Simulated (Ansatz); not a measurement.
# O: the cost of one run

Program: Ansatz 0.2.0. Level of theory: DFT PBE+D3(BJ), plane waves, PAW, scalar-relativistic, collinear spin. These are calculated values, not measurements.

### Step 1. Starting point

The cell holds 16 atoms (O16): a = 6.969 Å, b = 6.969 Å, c = 6.969 Å, α = 90.00°, β = 90.00°, γ = 90.00°.

As a file:

```cif
data_structure
_symmetry_space_group_name_H-M 'P 1'
_symmetry_Int_Tables_number 1
_cell_length_a 6.9686
_cell_length_b 6.9686
_cell_length_c 6.9686
_cell_angle_alpha 90.000
_cell_angle_beta 90.000
_cell_angle_gamma 90.000
_cell_volume 338.40
loop_
_atom_site_label
_atom_site_type_symbol
_atom_site_fract_x
_atom_site_fract_y
_atom_site_fract_z
_atom_site_occupancy
O1 O 0.90960 0.49729 0.80585 1
O2 O 0.81444 0.56244 0.94249 1
O3 O 0.24075 0.20315 0.03285 1
O4 O 0.27138 0.18674 0.85747 1
O5 O 0.74198 0.20820 0.60777 1
O6 O 0.72427 0.19312 0.43050 1
O7 O 0.28553 0.42054 0.57911 1
O8 O 0.21862 0.58615 0.57109 1
O9 O 0.38454 0.82346 0.39748 1
O10 O 0.36222 0.99924 0.37354 1
O11 O 0.61680 0.98044 0.87593 1
O12 O 0.63141 0.86471 0.01143 1
O13 O 0.06188 0.85163 0.01903 1
O14 O 0.03817 0.81851 0.84494 1
O15 O 0.71763 0.58871 0.46794 1
O16 O 0.89556 0.60560 0.47288 1
```

### Step 2. Relaxing the start

input.yaml

```yaml
crystal:
  lattice:
    - [6.968567, 0.0, 0.0]
    - [0.0, 6.968567, 0.0]
    - [0.0, 0.0, 6.968567]
  atoms:
    - { symbol: O, position: [0.9095965, 0.4972948, 0.8058513], spin: 1.0 }
    - { symbol: O, position: [0.8144445, 0.5624379, 0.942492], spin: 1.0 }
    - { symbol: O, position: [0.240751, 0.2031512, 1.0328523], spin: 1.0 }
    - { symbol: O, position: [0.2713809, 0.1867369, 0.8574652], spin: 1.0 }
    - { symbol: O, position: [0.741976, 0.2082018, 0.607775], spin: 1.0 }
    - { symbol: O, position: [0.72427, 0.1931173, 0.4304979], spin: 1.0 }
    - { symbol: O, position: [0.2855257, 0.4205404, 0.5791149], spin: 1.0 }
    - { symbol: O, position: [0.2186203, 0.5861529, 0.5710911], spin: 1.0 }
    - { symbol: O, position: [0.3845442, 0.8234602, 0.397475], spin: 1.0 }
    - { symbol: O, position: [0.3622223, 0.9992359, 0.3735403], spin: 1.0 }
    - { symbol: O, position: [0.6167982, 0.9804428, 0.8759255], spin: 1.0 }
    - { symbol: O, position: [0.6314057, 0.8647139, 1.0114308], spin: 1.0 }
    - { symbol: O, position: [0.0618833, 0.8516346, 1.0190321], spin: 1.0 }
    - { symbol: O, position: [0.0381691, 0.818515, 0.8449374], spin: 1.0 }
    - { symbol: O, position: [0.7176339, 0.58871, 0.467942], spin: 1.0 }
    - { symbol: O, position: [0.8955621, 0.6056046, 0.4728754], spin: 1.0 }
magnetization:
  spin_polarized: true
basis:
  ecutwfc: 420.0
kpoints:
  mp_grid: { grid: [1, 1, 1] }
hamiltonian:
  xc: pbe
  dispersion: d3bj
scf:
  occupations: { method: fermi_dirac, width: 0.05 }
  lower_state_search: "off"
relax:
  f_tol: 0.3
  max_steps: 15
  adjacent_minimum: "off"
```

Run with:

```console
$ ansatz run input.yaml --threads 1 --pin off --max-ram 3072MiB --backend cpu --events-out ev --progress --plain --runs-dir out
```

What time and memory should one allow on 1 thread of Arm Neoverse V2, shared host?

About 36 s, with a peak of 0.42 GiB.
